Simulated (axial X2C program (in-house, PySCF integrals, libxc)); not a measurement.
**A two-component session on TcGe: properties at the nuclei**

Aim: properties at the nuclei of TcGe, with spin–orbit coupling in the Hamiltonian from the start.

Program: an in-house X2C program for linear molecules on PySCF integrals. Level of theory: two-component X2C with atomic mean-field terms, Tc dyall-cv3z, Ge dyall-cv3z. These are calculated values, not measurements.

### Step 1. Input

Input file task.json:

```json
{"zs": [43, 32], "q": 0, "bas": ["dyall-cv3z", "dyall-cv3z"], "r0": 2.49, "levels": ["PBE0", "HF", "LDA", "B3LYP", "PBE"], "nst": 3}
```

Keys: zs atomic numbers; q charge; bas basis sets; r0 starting distance in Å; levels methods (HF also brings MP2); nst determinants followed.

Run with:

```console
> python soeom.py task.json out
```

After this run come: Expectation values, lowest determinant; Expectation values, a higher determinant; Expectation values, a higher determinant.

**Question.** What will these runs give? Wanted: lowest determinant; Eeff magnitude; Ws magnitude Tc; A∥/gI Tc; qzz Tc; higher determinant (for each run or level that gives them).

As calculated:

```
                                        quantity                                                        value
                              lowest determinant   Ω = 3/2 (excess of +ω over −ω: ω = 1/2, ω = -3/2, ω = 5/2)
                    Eeff magnitude (GV/cm), PBE0                                                         1.17
                     Ws magnitude Tc (kHz), PBE0                                                         0.59
                            A∥/gI Tc (MHz), PBE0                                                          887
                             qzz Tc (a.u.), PBE0                                                        -1.46
                              higher determinant  Ω = 1/2 (excess of +ω over −ω: ω = -1/2, ω = -3/2, ω = 5/2)
Eeff magnitude (GV/cm), PBE0, higher determinant                                                         1.66
 Ws magnitude Tc (kHz), PBE0, higher determinant                                                         1.65
        A∥/gI Tc (MHz), PBE0, higher determinant                                                        -5760
         qzz Tc (a.u.), PBE0, higher determinant                                                        -1.93
                              higher determinant                      Ω = 5/2 (excess of +ω over −ω: ω = 5/2)
Eeff magnitude (GV/cm), PBE0, higher determinant                                                        0.338
 Ws magnitude Tc (kHz), PBE0, higher determinant                                                        0.193
        A∥/gI Tc (MHz), PBE0, higher determinant                                                          568
         qzz Tc (a.u.), PBE0, higher determinant                                                        -1.14
```

What this shows: In the first state, the effective field runs from 0.527 to 7.16 GV/cm over the mean-field levels, so the levels don't agree on it. The expectation values come from single determinants, which for open shells can mix terms of unlike spin or miss the lowest Ω, so a determinant need not be a state. Eeff is the effective electric field on the electron dipole moment in this Ω state and Ws the scalar–pseudoscalar constant (defined with the proton number Z and per Ω); A∥ is the parallel hyperfine constant, which follows by multiplying with the nuclear g factor gI = μI/(I μN); qzz is the electric field gradient, eQq0 = 234.96 MHz × Q/barn × qzz; μ is positive if Ge is the positive end. The operators were transformed with the bare-nucleus X2C matrices.
